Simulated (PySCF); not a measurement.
# CoF6 (-3): ligand-field states

What do calculations give for the ligand-field states of CoF6 (-3)?

Programs: PySCF 2.14.0, with routines of our own; each step states its level. All values are computed. Atoms count from 0.

## (1) The system as given

7 atoms, charge -3, states of the metal's open shell are computed; geometry from: model geometry, bond lengths from ionic radii.

## (2) Ligand-field states: state-averaged CASSCF in water

Job settings and geometry (Å):

```
{"job": {"kind": "lf", "basis": {"metal": "x2c-TZVPall", "ligand": "x2c-SVPall"}, "nevpt": true, "solvent": "water"}, "charge": -3, "metal": "Co", "open_shell": "d6"}
Co     0.000000     0.000000     0.000000
F      0.000000     0.000000     1.910000
F      0.000000     0.000000    -1.910000
F      1.910000     0.000000     0.000000
F     -1.910000     0.000000     0.000000
F      0.000000     1.910000     0.000000
F     -0.000000    -1.910000     0.000000
```

With the program's defaults for keys left out, this is: state-averaged CASSCF of the metal d shell, SC-NEVPT2 on the averaged canonical orbitals, state-interaction spin-orbit coupling.

The run is started by

```console
> OMP_NUM_THREADS=1 python lf_run.py task.json out
```

This one command runs all jobs of the session in turn.

The program printed:

```text
basis functions 132, electrons 84, active (6e, 5o)
stage 1: DIIS on the effective Fock matrix, level shift 0.30
cycle   1  E = -1980.8222344634  dE = -1.981e+03  max|g| = 4.348e+00
cycle   2  E = -1987.0651629428  dE = -6.243e+00  max|g| = 1.995e+00
cycle   3  E = -1988.5841443408  dE = -1.519e+00  max|g| = 1.018e+00
cycle   4  E = -1988.8489528282  dE = -2.648e-01  max|g| = 1.730e-01
cycle   5  E = -1988.8861091702  dE = -3.716e-02  max|g| = 1.363e-01
cycle   6  E = -1988.8836784189  dE =  2.431e-03  max|g| = 8.244e-02
cycle   7  E = -1988.8994005612  dE = -1.572e-02  max|g| = 1.531e-02
cycle   8  E = -1988.8942621176  dE =  5.138e-03  max|g| = 4.635e-02
cycle   9  E = -1988.8665375583  dE =  2.772e-02  max|g| = 1.226e-01
cycle  10  E = -1988.7448950546  dE =  1.216e-01  max|g| = 3.058e-01
cycle  11  E = -1988.3794393640  dE =  3.655e-01  max|g| = 6.712e-01
cycle  12  E = -1987.4026240248  dE =  9.768e-01  max|g| = 1.019e+00
cycle  13  E = -1986.4713207136  dE =  9.313e-01  max|g| = 1.230e+00
cycle  14  E = -1985.8373753326  dE =  6.339e-01  max|g| = 1.550e+00
cycle  15  E = -1985.3108762301  dE =  5.265e-01  max|g| = 1.843e+00
stage 2: quasi-Newton rotations from the point of smallest gradient
cycle  17  E = -1988.8999088743  dE = -5.083e-04  max|g| = 1.828e-02
cycle  18  E = -1988.9000724727  dE = -1.636e-04  max|g| = 3.461e-03
cycle  19  E = -1988.9000797960  dE = -7.323e-06  max|g| = 2.660e-04
cycle  20  E = -1988.9000800805  dE = -2.845e-07  max|g| = 1.581e-04
cycle  21  E = -1988.9000801092  dE = -2.863e-08  max|g| = 4.515e-05
cycle  22  E = -1988.9000801116  dE = -2.438e-09  max|g| = 7.087e-06
converged average energy = -1988.9000801116

 mult deg   label        CASSCF/cm-1   NEVPT2/cm-1
   5   3   5T2g                0.0           0.0
   1   1   1A1g            17158.1        6881.0
   3   3   3T1g            15315.4        9375.0
   5   2   5Eg             10391.5       14311.3
   3   3   3T2g            19846.3       15385.3
   1   3   1T1g            25859.7       19963.4
   3   3   3T1g            24486.8       22721.3
   3   3   3T2g            26866.4       24524.1
   3   3   3T1g            28944.8       26576.6
   3   2   3Eg             28871.7       28067.4
   1   3   1T2g            33594.0       30566.7
   3   3   3T2g            34044.6       32158.3
   1   2   1Eg             36900.6       34504.7
   3   1   3A2g            35249.9       34980.5
   1   3   1T2g            39636.2       35266.5
   1   1   1A1g            38325.3       36101.0
   3   2   3Eg             36570.2       37994.3
   3   3   3T1g            36593.8       38419.6
   3   3   3T2g            41792.7       40678.0
   1   3   1T1g            41947.2       40924.4
   3   1   3A1g            40703.0       42383.3
   1   1   1A2g            42476.0       42499.6
   1   3   1T2g            47248.1       44941.6
   3   3   3T1g            44578.0       46585.1
   3   2   3Eg             47608.6       47368.1
   1   3   1T2g            49305.1       47718.6
   1   2   1Eg             47694.9       48572.4
   1   1   1A2g            57506.5       53728.9
   1   2   1Eg             57243.4       53943.6
   1   1   1A1g            53638.9       54301.1
   1   3   1T1g            60336.8       57231.6
   3   3   3T1g            66454.6       60436.7
   3   1   3A2g            67378.7       61360.4
   1   3   1T2g            62563.4       62183.9
   1   3   1T2g            71747.3       64406.5
   3   3   3T2g            70400.3       65968.4
   3   3   3T1g            74049.6       69941.7
   1   3   1T1g            81164.6       76347.2
   1   2   1Eg             81336.7       77987.1
   1   1   1A1g            84217.9       79630.5
   1   2   1Eg             98748.1       86995.9
   1   3   1T2g           106087.7       97333.4
   1   1   1A1g           133031.2      119015.0

spin-orbit levels / cm-1
      0.00  x3  5T2g 1.00
    250.91  x2  5T2g 1.00
    273.51  x3  5T2g 1.00
    610.58  x1  5T2g 0.99
    658.42  x3  5T2g 0.99
    689.71  x3  5T2g 1.00
   6912.18  x1  1A1g 0.89 3T1g 0.11
   9564.62  x2  3T1g 0.99
   9602.50  x3  3T1g 0.99
  10095.77  x3  3T1g 0.99
  10714.09  x1  3T1g 0.88 1A1g 0.11
  14703.42  x2  5Eg 0.97
  14707.90  x3  5Eg 0.98
  14708.18  x3  5Eg 0.98
  14710.38  x1  5Eg 0.98
  14718.41  x1  5Eg 0.99
  15638.10  x3  3T2g 0.96
  15763.15  x2  3T2g 0.97
  15950.76  x3  3T2g 0.98
  16032.44  x1  3T2g 0.97
  20320.92  x3  1T1g 0.92 3T1g 0.06
  23043.16  x2  3T1g 0.92 3T2g 0.07
  23128.67  x3  3T1g 0.98
  23236.01  x1  3T1g 0.99
  23303.80  x3  3T1g 0.90 1T1g 0.05 3T2g 0.05
  24851.11  x3  3T2g 0.95 3T1g 0.04
  24912.18  x2  3T2g 0.92 3T1g 0.08
```

It took 13 s on 1 thread of Arm Neoverse V1, shared host; peak memory 0.32 GiB.

In short:

```csv
quantity,value
spin-orbit constant ζ,557 cm⁻¹
```

Powder susceptibility:

```csv
T (K),χT (cm³ K/mol),μ(eff)
2,3.121,5.00
5,3.148,5.02
10,3.193,5.05
20,3.282,5.12
30,3.371,5.19
50,3.548,5.33
75,3.750,5.48
100,3.908,5.59
150,4.088,5.72
200,4.148,5.76
250,4.147,5.76
300,4.118,5.74
```

## (3) Ligand-field states: state-averaged CASSCF (axial bond length × 0.9) in water

Job settings and geometry (Å):

```
{"job": {"kind": "lf", "basis": {"metal": "x2c-TZVPall", "ligand": "x2c-SVPall"}, "nevpt": true, "solvent": "water", "reuse": true}, "charge": -3, "metal": "Co", "open_shell": "d6"}
Co     0.000000     0.000000     0.000000
F      0.000000     0.000000     1.719000
F      0.000000     0.000000    -1.719000
F      1.910000     0.000000     0.000000
F     -1.910000     0.000000     0.000000
F      0.000000     1.910000     0.000000
F     -0.000000    -1.910000     0.000000
```

Level: state-averaged CASSCF of the metal d shell, SC-NEVPT2 on the averaged canonical orbitals, state-interaction spin-orbit coupling.

The program printed:

```text
basis functions 132, electrons 84, active (6e, 5o)
start from the orbitals of the previous structure
stage 1: DIIS on the effective Fock matrix, level shift 0.30
cycle   1  E = -1987.2048469881  dE = -1.987e+03  max|g| = 2.571e+00
cycle   2  E = -1988.7946309980  dE = -1.590e+00  max|g| = 3.226e-01
cycle   3  E = -1988.8325918663  dE = -3.796e-02  max|g| = 1.278e-01
cycle   4  E = -1988.8142562898  dE =  1.834e-02  max|g| = 1.478e-01
cycle   5  E = -1988.7457808003  dE =  6.848e-02  max|g| = 2.218e-01
cycle   6  E = -1988.5990423999  dE =  1.467e-01  max|g| = 3.639e-01
cycle   7  E = -1988.3814789775  dE =  2.176e-01  max|g| = 5.877e-01
cycle   8  E = -1987.7614487262  dE =  6.200e-01  max|g| = 7.629e-01
cycle   9  E = -1987.6917686103  dE =  6.968e-02  max|g| = 9.267e-01
cycle  10  E = -1987.7533912974  dE = -6.162e-02  max|g| = 8.739e-01
cycle  11  E = -1987.6811122830  dE =  7.228e-02  max|g| = 8.381e-01
cycle  12  E = -1987.4779829554  dE =  2.031e-01  max|g| = 9.556e-01
cycle  13  E = -1987.1749902300  dE =  3.030e-01  max|g| = 1.145e+00
cycle  14  E = -1986.9303175229  dE =  2.447e-01  max|g| = 1.325e+00
cycle  15  E = -1986.8164014860  dE =  1.139e-01  max|g| = 1.401e+00
stage 2: quasi-Newton rotations from the point of smallest gradient
cycle  17  E = -1988.8551178859  dE = -2.253e-02  max|g| = 1.324e-01
cycle  18  E = -1988.8637552452  dE = -8.637e-03  max|g| = 1.552e-02
cycle  19  E = -1988.8639256210  dE = -1.704e-04  max|g| = 2.278e-03
cycle  20  E = -1988.8639345867  dE = -8.966e-06  max|g| = 8.431e-04
cycle  21  E = -1988.8639357203  dE = -1.134e-06  max|g| = 3.011e-04
cycle  22  E = -1988.8639358254  dE = -1.051e-07  max|g| = 6.990e-05
cycle  23  E = -1988.8639358326  dE = -7.143e-09  max|g| = 1.885e-05
cycle  24  E = -1988.8639358331  dE = -5.011e-10  max|g| = 7.000e-06
converged average energy = -1988.8639358331

 mult deg   label        CASSCF/cm-1   NEVPT2/cm-1
   5   1   5B2g                0.0           0.0
   5   2   5Eg              1937.2        2617.4
   1   1   1A1g            13731.9        3780.0
   3   1   3A2g            11436.0        5451.9
   3   2   3Eg             13570.7        7362.5
   5   1   5B1g            10219.6       13936.5
   3   2   3Eg             19535.3       15028.2
   1   1   1A2g            22126.0       16276.0
   1   2   1Eg             25023.8       19115.2
   3   1   3B2g            21981.5       19240.9
   3   2   3Eg             22515.6       20223.0
   5   1   5A1g            17778.6       22805.0
   3   1   3B2g            27237.4       24588.0
   3   1   3A2g            26332.4       24788.0
   3   2   3Eg             28333.8       26918.0
   3   1   3A1g            28991.2       27721.5
   3   2   3Eg             29871.5       28230.4
   1   2   1Eg             33656.8       30163.2
   1   1   1A1g            33137.1       30482.5
   3   1   3A2g            32900.6       30507.5
   3   1   3B1g            31061.2       31106.2
   1   1   1B2g            34233.7       31824.7
   1   2   1Eg             36721.0       32399.4
   3   1   3B2g            34911.9       32488.9
   3   2   3Eg             35601.8       33757.2
   3   1   3B1g            35718.2       36030.9
   1   1   1A1g            39358.5       37106.8
   3   1   3A2g            36418.6       37999.9
   1   1   1B1g            40324.9       38462.0
   3   1   3B1g            37839.8       38481.3
   1   1   1B2g            44797.6       40595.3
   1   1   1A2g            42620.5       41357.9
   3   2   3Eg             40522.0       41597.0
   3   1   3A1g            40482.5       41933.7
   1   2   1Eg             44131.2       42116.5
   1   1   1B1g            43991.5       43812.0
   3   2   3Eg             43535.8       44606.6
   1   1   1B2g            48343.1       44698.2
   1   2   1Eg             47584.0       45500.7
   3   1   3A2g            46783.0       46037.4
   3   1   3B2g            46771.1       47016.8
   3   1   3A1g            44827.1       47570.8
   1   1   1A1g            48580.2       48411.4
   1   1   1B1g            50725.3       49495.8
   3   1   3B1g            50561.1       50780.9
   1   2   1Eg             51591.0       50870.2
   3   2   3Eg             49652.7       52349.6
   1   1   1B2g            53484.4       53165.9
   3   1   3A1g            52850.5       53963.3
   1   1   1B1g            57242.1       55800.5
   1   1   1A2g            59586.2       56623.7
   1   1   1B1g            61438.6       58244.7
   1   1   1A1g            61452.1       59132.6
   1   1   1A1g            58222.8       60284.7
   1   2   1Eg             62851.0       60364.5
   3   1   3A2g            65686.7       63145.7
   1   1   1B2g            64496.6       63386.0
   3   1   3B1g            68937.5       63699.4
   3   2   3Eg             70470.5       64866.2
   3   1   3B2g            71295.8       67089.4

spin-orbit levels / cm-1
      0.00  x1  5B2g 0.98
      2.82  x1  5B2g 0.99
     29.29  x2  5B2g 0.98
     38.83  x1  5B2g 0.98
   2444.65  x2  5Eg 0.99
   2531.99  x1  5Eg 0.99
   2589.03  x1  5Eg 0.98
   2657.30  x2  5Eg 0.97
   2661.93  x1  5Eg 0.90 3A2g 0.06 1A1g 0.04
   2846.63  x1  5Eg 0.99
   2875.62  x2  5Eg 0.96 3A2g 0.04
   3579.82  x1  1A1g 0.86 5Eg 0.06 3A2g 0.05
   5630.77  x1  3A2g 0.81 3Eg 0.12 1A1g 0.04
   5653.08  x2  3A2g 0.92 5Eg 0.05
   7303.82  x1  3Eg 0.98
   7566.49  x2  3Eg 0.96
   7636.92  x1  3Eg 0.99
   7653.30  x1  3Eg 0.84 3A2g 0.08 1A1g 0.06
   7669.76  x1  3Eg 0.99
  13979.01  x1  5B1g 0.97
  13983.21  x1  5B1g 0.98
  13998.93  x2  5B1g 0.99
  14004.93  x1  5B1g 0.99
  14973.50  x1  3Eg 0.99
  14986.96  x1  3Eg 0.99
  15112.57  x2  3Eg 0.98
  15129.55  x1  3Eg 0.84 1A2g 0.14
  15343.76  x1  3Eg 0.98
  16537.12  x1  1A2g 0.84 3Eg 0.14
  18641.92  x2  1Eg 0.60 3B2g 0.31 3Eg 0.08
```

It took 9.5 s on 1 thread of Arm Neoverse V1, shared host; peak memory 0.33 GiB.

In short:

```csv
quantity,value
spin-orbit constant ζ,553 cm⁻¹
```

Powder susceptibility:

```csv
T (K),χT (cm³ K/mol),μ(eff)
2,1.714,3.70
20,2.959,4.86
100,3.252,5.10
300,3.303,5.14
```

## (4) Ligand-field states: state-averaged CASSCF (axial bond length × 0.95) in water

Settings changed since step 3:

```diff
@@ -2,4 +2,4 @@
 Co     0.000000     0.000000     0.000000
-F      0.000000     0.000000     1.719000
-F      0.000000     0.000000    -1.719000
+F      0.000000     0.000000     1.814500
+F      0.000000     0.000000    -1.814500
 F      1.910000     0.000000     0.000000
```

Level: state-averaged CASSCF of the metal d shell, SC-NEVPT2 on the averaged canonical orbitals, state-interaction spin-orbit coupling.

The program printed:

```text
basis functions 132, electrons 84, active (6e, 5o)
start from the orbitals of the previous structure
stage 1: DIIS on the effective Fock matrix, level shift 0.30
cycle   1  E = -1988.3117642158  dE = -1.988e+03  max|g| = 1.947e+00
cycle   2  E = -1988.8698640421  dE = -5.581e-01  max|g| = 1.665e-01
cycle   3  E = -1988.8634143504  dE =  6.450e-03  max|g| = 1.265e-01
cycle   4  E = -1988.8698459372  dE = -6.432e-03  max|g| = 7.805e-02
cycle   5  E = -1988.8302468060  dE =  3.960e-02  max|g| = 1.909e-01
cycle   6  E = -1988.7575486514  dE =  7.270e-02  max|g| = 2.857e-01
cycle   7  E = -1988.5778688741  dE =  1.797e-01  max|g| = 4.946e-01
cycle   8  E = -1988.2322222834  dE =  3.456e-01  max|g| = 6.681e-01
cycle   9  E = -1987.6962016515  dE =  5.360e-01  max|g| = 8.247e-01
cycle  10  E = -1987.2572490535  dE =  4.390e-01  max|g| = 1.124e+00
cycle  11  E = -1987.0707513938  dE =  1.865e-01  max|g| = 1.119e+00
cycle  12  E = -1987.0338125130  dE =  3.694e-02  max|g| = 1.200e+00
cycle  13  E = -1987.1031098648  dE = -6.930e-02  max|g| = 1.250e+00
cycle  14  E = -1987.2869421884  dE = -1.838e-01  max|g| = 1.214e+00
cycle  15  E = -1987.4487788322  dE = -1.618e-01  max|g| = 1.158e+00
stage 2: quasi-Newton rotations from the point of smallest gradient
cycle  17  E = -1988.8884964417  dE = -1.865e-02  max|g| = 3.773e-02
cycle  18  E = -1988.8898301925  dE = -1.334e-03  max|g| = 1.665e-02
cycle  19  E = -1988.8900595853  dE = -2.294e-04  max|g| = 3.114e-03
cycle  20  E = -1988.8900660637  dE = -6.478e-06  max|g| = 1.369e-03
cycle  21  E = -1988.8900687430  dE = -2.679e-06  max|g| = 2.348e-04
cycle  22  E = -1988.8900688226  dE = -7.966e-08  max|g| = 6.220e-05
cycle  23  E = -1988.8900688282  dE = -5.594e-09  max|g| = 1.007e-05
cycle  24  E = -1988.8900688284  dE = -1.337e-10  max|g| = 2.867e-06
converged average energy = -1988.8900688284

 mult deg   label        CASSCF/cm-1   NEVPT2/cm-1
   5   1   5B2g                0.0           0.0
   5   2   5Eg               838.2        1112.1
   1   1   1A1g            15617.0        5376.8
   3   1   3A2g            13545.0        7449.5
   3   2   3Eg             15059.5        9144.3
   5   1   5B1g            10300.9       14111.7
   3   2   3Eg             19321.5       14562.4
   3   1   3B2g            20883.4       17203.5
   1   1   1A2g            24155.3       18147.8
   5   1   5A1g            13723.2       18186.4
   1   2   1Eg             25706.9       19920.9
   3   2   3Eg             23909.9       21946.8
   3   1   3A2g            25776.8       24332.0
   3   1   3B2g            27023.2       24512.1
   3   2   3Eg             27450.1       25537.1
   3   2   3Eg             29273.9       27192.1
   3   1   3A1g            29023.7       27938.8
   3   1   3A2g            30640.4       28342.8
   3   1   3B1g            29880.4       29412.9
   1   2   1Eg             33591.8       30256.9
   1   1   1B2g            33965.7       31235.1
   3   1   3B2g            34506.7       32269.2
   1   1   1A1g            35264.0       32652.0
   3   2   3Eg             34809.9       32929.1
   1   2   1Eg             38445.6       33997.3
   3   1   3B1g            35832.9       35990.8
   1   1   1A1g            38902.9       36749.6
   1   1   1B1g            38887.7       36895.4
   1   1   1B2g            42152.5       37884.2
   3   1   3B1g            37005.8       37993.9
   3   1   3A2g            36517.1       38197.7
   3   2   3Eg             38723.8       40663.9
   3   1   3A1g            38990.6       40868.6
   1   1   1A2g            42342.1       41235.9
   1   2   1Eg             43042.8       41658.0
   3   2   3Eg             42273.7       41755.5
   1   1   1B1g            43245.0       43210.5
   3   1   3B2g            44012.6       43680.6
   3   1   3A1g            42162.3       44072.3
   1   2   1Eg             47469.8       45060.3
   1   1   1B2g            48260.6       45847.4
   3   1   3A2g            45851.9       46766.6
   3   1   3B1g            48760.4       48703.9
   1   1   1A1g            48506.0       48974.6
   3   2   3Eg             46794.5       49063.2
   1   2   1Eg             50357.3       49323.0
   1   1   1B2g            50986.8       49707.2
   1   1   1B1g            49203.6       49716.6
   3   1   3A1g            49704.2       50026.5
   1   1   1B1g            57089.2       53953.9
   1   1   1B1g            59170.6       55625.9
   1   1   1A1g            59099.6       56359.0
   1   1   1A1g            55463.6       56659.7
   1   1   1A2g            60052.9       57018.7
   1   2   1Eg             61695.1       58939.4
   3   1   3A2g            65589.7       60771.3
   3   1   3B1g            68033.5       62301.5
   3   2   3Eg             68550.6       62850.0
   1   1   1B2g            63548.6       62878.4
   1   2   1Eg             64565.4       64892.6

spin-orbit levels / cm-1
      0.00  x1  5B2g 0.91 5Eg 0.09
      3.82  x2  5B2g 0.92 5Eg 0.08
     22.22  x1  5B2g 0.97
     25.27  x1  5B2g 0.98
    977.54  x2  5Eg 0.97
   1045.59  x1  5Eg 1.00
   1164.07  x1  5Eg 0.91 5B2g 0.09
   1223.58  x2  5Eg 0.95 5B2g 0.05
   1289.39  x1  5Eg 0.97
   1373.75  x1  5Eg 0.98
   1455.03  x2  5Eg 0.99
   5151.02  x1  1A1g 0.90 3A2g 0.06 3Eg 0.03
   7578.60  x1  3A2g 0.86 3Eg 0.10
   7581.53  x2  3A2g 0.96 3Eg 0.03
   9193.52  x1  3Eg 0.99
   9225.94  x1  3Eg 0.99
   9340.08  x1  3Eg 0.99
   9360.20  x2  3Eg 0.96
   9684.88  x1  3Eg 0.85 3A2g 0.07 1A1g 0.06
  14168.28  x1  5B1g 0.92 3Eg 0.07
  14176.72  x1  5B1g 0.95 3Eg 0.04
  14192.23  x2  5B1g 0.97
  14198.22  x1  5B1g 0.98
  14638.69  x1  3Eg 0.90 5B1g 0.07
  14640.98  x2  3Eg 0.96
  14671.19  x1  3Eg 0.98
  14689.30  x1  3Eg 0.99
  14739.61  x1  3Eg 0.95 5B1g 0.04
  17253.37  x2  3B2g 0.96
  17344.89  x1  3B2g 0.99
```

Run time: 9.5 s. Hardware: 1 thread of Arm Neoverse V1, shared host; peak memory 0.33 GiB.

In short:

```csv
quantity,value
spin-orbit constant ζ,556 cm⁻¹
```

Powder susceptibility:

```csv
T (K),χT (cm³ K/mol),μ(eff)
2,2.273,4.26
20,3.437,5.24
100,3.524,5.31
300,3.591,5.36
```

[end of part 1 of 2]
